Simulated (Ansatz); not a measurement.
**TaTe under changes of volume**

One of the cells (20.002 Å³/atom); the others are scaled copies at fixed shape and fractional positions:

```
Ta Te
1.0
     3.42009    0.00000    0.00000
     0.00000    3.42009    0.00000
     0.00000    0.00000    3.42009
Ta Te
1 1
Direct
  0.50000 0.50000 0.50000
  0.00000 0.00000 0.00000
```

The cell was built by a generator and needn't be a form met in nature.

| Property | Result |
| --- | --- |
| Program | Ansatz 0.2.0 |
| Functional | PBE |
| Potentials or basis | all-electron LAPW, scalar-relativistic |
| Cutoff | 245 eV (chosen from the basis error) |
| Basis error allowed | 0.0005 eV/atom |
| k mesh | 8 × 8 × 8 |
| Occupations | fermi-dirac, width 0.05 eV |
| Spin | no spin polarisation |

| volume (Å³/atom) | energy over the lowest point (meV/atom) | pressure (GPa) |
| --- | --- | --- |
| 18.802 | 37.14 | 10.5 |
| 19.202 | 16.08 | 6.6 |
| 19.602 | ? | ? |
| 20.002 | 0.00 | 0.2 |
| 20.402 | 3.19 | -2.6 |
| 20.803 | 12.84 | -5.0 |
| 21.203 | 28.26 | -7.2 |

Q: What does the run at 19.602 Å³/atom give?

A: Energy over the lowest point 4.02 meV/atom; pressure 3.2 GPa.

Worked out: A Birch-Murnaghan fit of order 3 (a polynomial in V^(-2/3)) to the other rows has its minimum at 20.02 Å³/atom with B0 = V·E''(V) = 144 GPa and B' = 4.5. It gives 4.02 meV/atom at 19.602 Å³/atom, against the run's 4.02, and -dE/dV = 3.2 GPa, against 3.2.

Energies are extrapolated to zero smearing.
